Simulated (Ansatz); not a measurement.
# MnCuAs: the cost of one run

Method: DFT r²SCAN, scalar-relativistic, plane waves, PAW, in Ansatz 0.2.0.

4 further runs of the same task are left out: 4 set aside as unsound or not needed. Runs told in other sessions of the task aren't counted.

## (1) The starting structure

Symmetry: Pnma, No. 62, orthorhombic system. Conventional cell: a = 6.625 Å, b = 3.859 Å, c = 7.307 Å, α = 90.00°, β = 90.00°, γ = 90.00°. Mn (site symmetry m) has 5 As at 2.61 to 2.77 Å and 3 Cu at 2.78 to 2.86 Å in its first shell of neighbours. Cu (site symmetry m) is surrounded by 4 As at 2.46 to 2.52 Å and 2 Cu at 2.65 Å and 3 Mn at 2.78 to 2.86 Å. As (site symmetry m) is surrounded by 4 Cu at 2.46 to 2.52 Å and 5 Mn at 2.61 to 2.77 Å.

Coordinates:

```
Mn Cu As
1.0
     6.62548    0.00000    0.00000
     0.00000    3.85880    0.00000
     0.00000    0.00000    7.30707
Mn Cu As
4 4 4
Cartesian
  6.3345 2.8941 1.3782
  0.2910 0.9647 5.9288
  3.0218 2.8941 2.2753
  3.6037 0.9647 5.0318
  5.8430 2.8941 4.1152
  0.7825 0.9647 3.1919
  2.5302 2.8941 6.8454
  4.0952 0.9647 0.4617
  1.7038 2.8941 4.5262
  4.9217 0.9647 2.7809
  5.0165 2.8941 6.4344
  1.6089 0.9647 0.8726
```

An earlier run at r²SCAN left this cell at 15.568 Å³/atom and 0.09 GPa (6×10×6 mesh).

## (2) Antiferromagnetic, in the cell as typed

input.yaml

```yaml
crystal:
  lattice:
    - [6.6254786772, 0.0, 0.0]
    - [0.0, 3.8588038847, 0.0]
    - [0.0, 0.0, 7.3070680887]
  atoms:
    - { symbol: Mn, position: [0.9560805105, 0.75, 0.1886177852], spin: 3.5 }
    - { symbol: Mn, position: [0.0439194895, 0.25, 0.8113822148], spin: -3.5 }
    - { symbol: Mn, position: [0.4560805105, 0.75, 0.3113822148], spin: -3.5 }
    - { symbol: Mn, position: [0.5439194895, 0.25, 0.6886177852], spin: 3.5 }
    - { symbol: Cu, position: [0.881896725, 0.75, 0.5631830144] }
    - { symbol: Cu, position: [0.118103275, 0.25, 0.4368169856] }
    - { symbol: Cu, position: [0.381896725, 0.75, 0.9368169856] }
    - { symbol: Cu, position: [0.618103275, 0.25, 0.0631830144] }
    - { symbol: As, position: [0.257158776, 0.75, 0.6194221967] }
    - { symbol: As, position: [0.742841224, 0.25, 0.3805778033] }
    - { symbol: As, position: [0.757158776, 0.75, 0.8805778033] }
    - { symbol: As, position: [0.242841224, 0.25, 0.1194221967] }
basis:
  ecutwfc: 500
  ecutrho_ratio: 4
kpoints:
  mp_grid: { grid: [6, 10, 6] }
hamiltonian:
  xc: r2scan
scf:
  occupations: { method: gaussian, width: 0.05 }
  lower_state_search: "off"
output:
  forces: true
  stress: true
  eigenvalues: true
  populations: true
magnetization:
  spin_polarized: true
```

Command:

```sh
ansatz run input.yaml --threads 8 --pin off --max-ram 22528MiB --backend cpu --events-out ev --progress --plain --runs-dir out
```

What time and memory should one allow on 8 threads of Intel Xeon Platinum 8375C at 2.90GHz (Ice Lake), shared host?

About 2.3 min, with a peak of 4.5 GiB.
